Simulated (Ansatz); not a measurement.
# Ni: is there a lower state than plain starts find?

Plain starts of Ni have been run. Do the further runs listed below go lower? The cell (2 atoms) is Ni in its deposited structure (space group Fm-3m, primitive cell doubled). Source: COD entry 1534892, which need not be the ambient phase.

Program: Ansatz 0.2.0. Level of theory: DFT PBE, PAW, plane waves, scalar-relativistic. These are calculated values, not measurements.

## 1. The starting structure

The structure is cubic, space group Fm-3m (No. 225). The conventional cell has a = 3.450 Å, b = 3.450 Å, c = 3.450 Å, α = 90.00°, β = 90.00°, γ = 90.00°. Around Ni (site symmetry m-3m) lie 12 Ni at 2.44 Å.

As a file:

```xyz
2
Lattice="3.4500 1.7250 1.7250 1.7250 3.4500 1.7250 1.7250 1.7250 3.4500" Properties=species:S:1:pos:R:3 pbc="T T T"
Ni    0.0000    0.0000    0.0000
Ni    3.4500    3.4500    3.4500
```

A label like Ni2 gives the atom's place in the input file.

Known so far: 8 plain starts ended in 3 states. The lowest came from “parallel moments, plain SCF [Ni1 2.00, Ni2 2.00 μB]”: ferromagnetic, site moments Ni1 0.66, Ni2 0.66 μB, total 1.24 μB per cell, no gap on the k-mesh, free energy -11679.4081 eV.

Runs to come: parallel moments, default search for lower states; opposed moments +-, default search for lower states; the moments typed in its input, symmetry off, plain SCF; the moments typed in its input, standard search for lower states.

A plain SCF has the search for lower states switched off and ends at the first converged state. The default search lets the program follow hints of a lower state (another filling of open shells, a soft direction), where it sees any. The standard and full searches may also try other magnetic orders and fillings, and need not reach the lowest state. With a search on, the program may also reshape the start on open shells. 

Moments by site are taken inside atomic spheres; the rest lies between them.

## 2. Parallel moments, default search for lower states

File input.yaml:

```yaml
crystal:
  lattice:
    - [3.45, 1.725, 1.725]
    - [1.725, 3.45, 1.725]
    - [1.725, 1.725, 3.45]
  atoms:
    - { symbol: Ni, position: [0.0, 0.0, 0.0], spin: 2.0 }
    - { symbol: Ni, position: [0.5, 0.5, 0.5], spin: 2.0 }
magnetization:
  spin_polarized: true
hamiltonian:
  xc: pbe
  pseudopotentials: { kind: paw }
basis:
  ecutwfc: 420
kpoints:
  mp_grid: { grid: [13, 13, 13] }
scf:
  occupations: { method: fermi_dirac, width: 0.05 }
output:
  forces: true
  stress: true
```

Run with:

```console
> ansatz run input.yaml --threads 2 --pin off --max-ram 5120MiB --backend cpu --events-out ev --progress --plain --runs-dir out
```

The program printed, shortened:

```text
basis.fft_grid_basis auto: the FFT boxes are laid along the combinations [[1, 0, -1], [0, 1, -1], [0, 0, 1]] of the cell's own vectors, 2.440, 2.440 and 4.225 Å long. The dense box has 18×18×30 points. Along the cell's own vectors, as sized, it would have 30×30×30, 2.78 times as many. [...]
Pseudopotentials: kind: paw
Pseudopotential: Ni, paw, valence charge 18, recommended cutoff 420 eV (normal), Ni.paw.azcp
Functional definition: PBE
[...]
Crystal: 2 atoms, lattice volume = 20.532 Å³
Basis set: ecut = 420 eV, 391 PW (Γ), FFT grids on a1−a3, a2−a3, a3, exchange–correlation on 36×36×60 points (8 copies of the dense FFT grid, shifted against one another)
Bands: 24, of which v1, the nominal top of the filled ones, is band 18 counted from 1 (17 counted from 0)
Symmetry: 24 space group operations
Space group: Fm-3m (ITA 225), of the structure as read, at distance tolerance 2.7e-5 Å
Magnetic group: BNS 225.116 (UNI 1618), of the structure as read, at distance tolerance 2.7e-5 Å
k-points: 231 of 2197
[...]
Starting moments: Σ|m| = 4 μB on 2 of 2 sites
[...]
SCF iter   1: F=—  HF=-11678.116359 eV  |F-HF|=—  |Δ(HF+E_count)|=         —  Δρ=1.77e-1 (↑1.77e-1 ↓8.17e-2)  dr2=1.55e0  dr2_m=3.00e0  M=1.916 μB ∫|m|=2.047 μB  β_m=0.30  ethr=3.10e-3  ⟨swp⟩=5.4  Hψ=41666  notcnv=0
[...]
SCF iter  10: F=-11679.408129 eV  HF=-11679.408129 eV  |F-HF|=2.78e-8  |Δ(HF+E_count)|=   1.10e-8  Δρ=9.94e-6 (↑7.62e-6 ↓9.94e-6)  dr2=3.61e-8  dr2_m=4.45e-10  M=1.244 μB ∫|m|=1.408 μB  ethr=6.38e-12  ⟨swp⟩=1.9  Hψ=36067  notcnv=0
[...]
SCF converged after 10 iterations
Magnetization: 1.2442 μB (18.6221 up, 17.3779 down)
Absolute magnetization: 1.4094 μB (∫|ρ↑−ρ↓|, with the PAW one-centre terms)
Spin contamination: 0.0119 ħ² per cell (⟨S²⟩ above its minimum at these occupations)
Per-site moments (μB) at R_I (Å): [(0.6575731996801657, 1.0063013379761054), (0.6575731996801659, 1.0063013379761054)]
Free energy (F): -11679.408129 eV
[...]
E sigma→0 (E₀):  -11679.395295 eV
Entropy (-TS):   -0.025668 eV (-12.834 meV/atom)
Fermi energy:    19.554277 eV
[... 24 lines left out: energy terms, forces, stress ...]
```

Run time: 11 s. Hardware: 2 threads of Arm Neoverse V1, shared host; peak memory 0.46 GiB.

Nothing new: the 10 iterations lead to the state found in step 1 (ferromagnetic).

## 3. Opposed moments +-, default search for lower states

Edit input.yaml of step 2 so:

```diff
@@ -7,3 +7,3 @@
     - { symbol: Ni, position: [0.0, 0.0, 0.0], spin: 2.0 }
-    - { symbol: Ni, position: [0.5, 0.5, 0.5], spin: 2.0 }
+    - { symbol: Ni, position: [0.5, 0.5, 0.5], spin: -2.0 }
 magnetization:
@@ -22 +22,5 @@
   stress: true
+  write_density: true
+  write_potential: true
+  elf: true
+  volumetric_format: npy
```

Run with:

```console
> ansatz run input.yaml --threads 2 --pin off --max-ram 5120MiB --backend cpu --events-out ev --progress --plain --runs-dir out
```

The program printed, shortened:

```text
basis.fft_grid_basis auto: the FFT boxes are laid along the combinations [[1, -1, 0], [0, 1, 0], [0, -1, 1]] of the cell's own vectors, 2.440, 4.225 and 2.440 Å long. The dense box has 18×30×18 points. Along the cell's own vectors, as sized, it would have 30×30×30, 2.78 times as many. [...]
[... 9 lines as in an earlier run ...]
Basis set: ecut = 420 eV, 391 PW (Γ), FFT grids on a1−a2, a2, −a2+a3, exchange–correlation on 36×60×36 points (8 copies of the dense FFT grid, shifted against one another)
[... 1 line as in an earlier run ...]
Symmetry: 12 space group operations
Space group: R-3m (ITA 166), of the structure as read, at distance tolerance 2.7e-5 Å
Magnetic group: BNS 166.102 (UNI 1332), of the structure as read, at distance tolerance 2.7e-5 Å
[... 5 lines as in an earlier run ...]
Starting moments: Σ|m| = 4 μB on 2 of 2 sites
Starting magnetic order: antiferromagnet; a translation exchanges its spin sublattices: spin-degenerate at every k-point
[... 2 lines as in an earlier run ...]
[...]
the run went on to a lower state, not held to the crystal's whole symmetry: an SCF along what the orbitals of the run's state read of its open shells (or to have them read: on a GPU, or by another smearing), with the run's symmetry operations kept and the antiferromagnet's [...]
WARN: the starting moments were not kept: 1 of 2 ended reversed and 1 kept their direction, counting a site from 0.1 of the cell's largest site moment. The largest reversed, site 0 (counted from 0, in the order of the report's site_moments_mub), started with +2.0 μB and closes at -6.6e-1 [...]
SCF converged after 3 iterations
Magnetization: -1.2441 μB (17.3779 up, 18.6221 down)
Absolute magnetization: 1.4094 μB (∫|ρ↑−ρ↓|, with the PAW one-centre terms)
Spin contamination: 0.0119 ħ² per cell (⟨S²⟩ above its minimum at these occupations)
Per-site moments (μB) at R_I (Å): [(-0.6575716195246166, 1.0063013379761054), (-0.6575637215051473, 1.0063013379761054)]
Free energy (F): -11679.408129 eV
[...]
E sigma→0 (E₀):  -11679.395295 eV
Entropy (-TS):   -0.025668 eV (-12.834 meV/atom)
Fermi energy:    19.554159 eV
[... 29 lines left out: energy terms, forces, stress, bands ...]
```

It took 2 min on 2 threads of Arm Neoverse V1, shared host; peak memory 1 GiB.

Nothing new: the 27 iterations lead to the state found in step 1 (ferromagnetic).

## 4. The moments typed in its input, symmetry off, plain SCF

File input.yaml:

```yaml
crystal:
  lattice:
    - [3.45, 1.725, 1.725]
    - [1.725, 3.45, 1.725]
    - [1.725, 1.725, 3.45]
  atoms:
    - { symbol: Ni, position: [0.0, 0.0, 0.0], spin: 2.0 }
    - { symbol: Ni, position: [0.5, 0.5, 0.5], spin: 2.0 }
  symmetry: { detect: false, time_reversal: true }
magnetization:
  spin_polarized: true
hamiltonian:
  xc: pbe
  pseudopotentials: { kind: paw }
basis:
  ecutwfc: 420
kpoints:
  mp_grid: { grid: [13, 13, 13] }
scf:
  occupations: { method: fermi_dirac, width: 0.05 }
  lower_state_search: "off"
output:
  forces: true
  stress: true
```

Run with:

```console
> ansatz run input.yaml --threads 2 --pin off --max-ram 5120MiB --backend cpu --events-out ev --progress --plain --runs-dir out
```

The program printed, shortened:

```text
[... 12 lines as in an earlier run ...]
Symmetry: 1 space group operations
k-points: 1099 of 2197 (time reversal used)
[... 4 lines as in an earlier run ...]
Starting moments: Σ|m| = 4 μB on 2 of 2 sites
[... 2 lines as in an earlier run ...]
[...]
SCF iter   1: F=—  HF=-11678.841706 eV  |F-HF|=—  |Δ(HF+E_count)|=         —  Δρ=1.26e-1 (↑1.26e-1 ↓1.25e-1)  dr2=1.71e-2  dr2_m=2.94e0  M=1.875 μB ∫|m|=2.070 μB  β_m=0.30  ethr=4.75e-5  ⟨swp⟩=1.1  Hψ=267961  notcnv=0
[...]
spin-set hold released at iteration 1 (the charge has settled, or the pull on large starting moments outlasts its swing): the magnetisation degrees of freedom join the quasi-Newton model from the next iteration; the mixer history was flushed
[...]
SCF iter  12: F=-11679.408129 eV  HF=-11679.408129 eV  |F-HF|=2.54e-9  |Δ(HF+E_count)|=   4.01e-9  Δρ=2.67e-6 (↑2.17e-6 ↓2.67e-6)  dr2=2.50e-9  dr2_m=1.26e-10  M=1.244 μB ∫|m|=1.408 μB  ethr=7.64e-11  ⟨swp⟩=2.0  Hψ=152825  notcnv=0
[...]
SCF converged after 12 iterations
an eigenvalue changed by more than its tolerance at an iteration that met the thresholds in force, so the SCF went on 1 time: the last check found none over its tolerance
Magnetization: 1.2441 μB (18.6221 up, 17.3779 down)
Absolute magnetization: 1.4094 μB (∫|ρ↑−ρ↓|, with the PAW one-centre terms)
Spin contamination: 0.0119 ħ² per cell (⟨S²⟩ above its minimum at these occupations)
Per-site moments (μB) at R_I (Å): [(0.6575697048667739, 1.0063013379761054), (0.6575600864298242, 1.0063013379761054)]
Free energy (F): -11679.408129 eV
[...]
E sigma→0 (E₀):  -11679.395295 eV
Entropy (-TS):   -0.025668 eV (-12.834 meV/atom)
Fermi energy:    19.554137 eV
[... 24 lines left out: energy terms, forces, stress ...]
```

Run time: 2.2 min. Hardware: 2 threads of Arm Neoverse V1, shared host; peak memory 1.2 GiB.

This is the state of step 1 again (ferromagnetic), after 12 iterations.

## 5. The moments typed in its input, standard search for lower states

Edit input.yaml of step 4 so:

```diff
@@ -8,3 +8,2 @@
     - { symbol: Ni, position: [0.5, 0.5, 0.5], spin: 2.0 }
-  symmetry: { detect: false, time_reversal: true }
 magnetization:
@@ -20,3 +19,3 @@
   occupations: { method: fermi_dirac, width: 0.05 }
-  lower_state_search: "off"
+  lower_state_search: standard
 output:
```

Run with:

```console
> ansatz run input.yaml --threads 2 --pin off --max-ram 5120MiB --backend cpu --events-out ev --progress --plain --runs-dir out
```

The program printed, shortened:

```text
[... 1 line as in an earlier run ...]
the run goes by scf.lower_state_search standard: where its kind and settings allow, a search for a lower-energy state can add stability tests and further SCF calculations, which can take several times, in some runs tens of times, as long as the SCF (see the manual's entry of the key); [...]
[... 19 lines as in an earlier run ...]
Starting moments: Σ|m| = 4 μB on 2 of 2 sites
[... 2 lines as in an earlier run ...]
SCF iter   1: F=—  HF=-11678.116359 eV  |F-HF|=—  |Δ(HF+E_count)|=         —  Δρ=1.77e-1 (↑1.77e-1 ↓8.17e-2)  dr2=1.55e0  dr2_m=3.00e0  M=1.916 μB ∫|m|=2.047 μB  β_m=0.30  ethr=3.10e-3  ⟨swp⟩=5.4  Hψ=41666  notcnv=0
[...]
SCF iter  10: F=-11679.408129 eV  HF=-11679.408129 eV  |F-HF|=2.78e-8  |Δ(HF+E_count)|=   1.10e-8  Δρ=9.94e-6 (↑7.62e-6 ↓9.94e-6)  dr2=3.61e-8  dr2_m=4.45e-10  M=1.244 μB ∫|m|=1.408 μB  ethr=6.38e-12  ⟨swp⟩=1.9  Hψ=36067  notcnv=0
[...]
SCF converged after 10 iterations
Magnetization: 1.2442 μB (18.6221 up, 17.3779 down)
Absolute magnetization: 1.4094 μB (∫|ρ↑−ρ↓|, with the PAW one-centre terms)
Spin contamination: 0.0119 ħ² per cell (⟨S²⟩ above its minimum at these occupations)
Per-site moments (μB) at R_I (Å): [(0.6575731996801657, 1.0063013379761054), (0.6575731996801659, 1.0063013379761054)]
Free energy (F): -11679.408129 eV
[...]
E sigma→0 (E₀):  -11679.395295 eV
Entropy (-TS):   -0.025668 eV (-12.834 meV/atom)
Fermi energy:    19.554277 eV
[... 24 lines left out: energy terms, forces, stress ...]
```

It took 11 s on 2 threads of Arm Neoverse V1, shared host; peak memory 0.46 GiB.

This is the state of step 1 again (ferromagnetic), after 10 iterations.

## 6. The runs side by side

```csv
step,iterations,state,moments of Ni1 Ni2 (μB),total (μB),gap (eV),pressure (GPa),above lowest (meV/atom)
1,10,1,0.66 0.66,1.24,none,13.6,0.0
2,10,1,0.66 0.66,1.24,none,13.6,0.0
3,27,1,-0.66 -0.66,-1.24,none,13.6,0.0
4,12,1,0.66 0.66,1.24,none,13.6,0.0
5,10,1,0.66 0.66,1.24,none,13.6,0.0
```

States are numbered from the lowest. Starts by step: 2 parallel moments, default search for lower states; 3 opposed moments +-, default search for lower states; 4 the moments typed in its input, symmetry off, plain SCF; 5 the moments typed in its input, standard search for lower states. Step 1 is the best of the earlier plain starts.

The 4 runs of this session took 4.6 min in all, from 11 s to 2.2 min each.

Decimal logarithm of the largest residual (eV) by iteration, counted through all cycles of a run:

```csv
iteration,step 2,step 3,step 4,step 5
1,0.5,0.8,0.5,0.5
2,0.3,0.6,0.3,0.3
3,0.2,0.7,0.1,0.2
4,-0.3,-1.3,-2.4,-0.3
5,-1.0,-2.3,-3.1,-1.0
6,-1.7,-3.0,-0.4,-1.7
8,-6.0,-6.0,-5.4,-6.0
10,-7.4,-8.3,-7.6,-7.4
13,-,-2.2,-,-
15,-,-5.1,-,-
18,-,-8.9,-,-
20,-,-3.5,-,-
22,-,-7.1,-,-
25,-,-8.3,-,-
27,-,-8.6,-,-
```

## 7. Outcome

| quantity | value |
| --- | --- |
| distinct states | 1 from 5 converged runs, the best start of step 1 counted |
| lowest state | ferromagnetic |
| its moments | Ni1 0.66, Ni2 0.66 μB |
| total moment | 1.24 μB per cell |
| gap on the k-mesh | none |
| pressure | 13.6 GPa |
| largest force | 0.000 eV/Å |

What this shows: Nothing lower turns up: the best plain start stands. Distinct end states: 1, from 5 converged runs. The search isn't exhaustive: larger magnetic cells and non-collinear orders weren't tried.
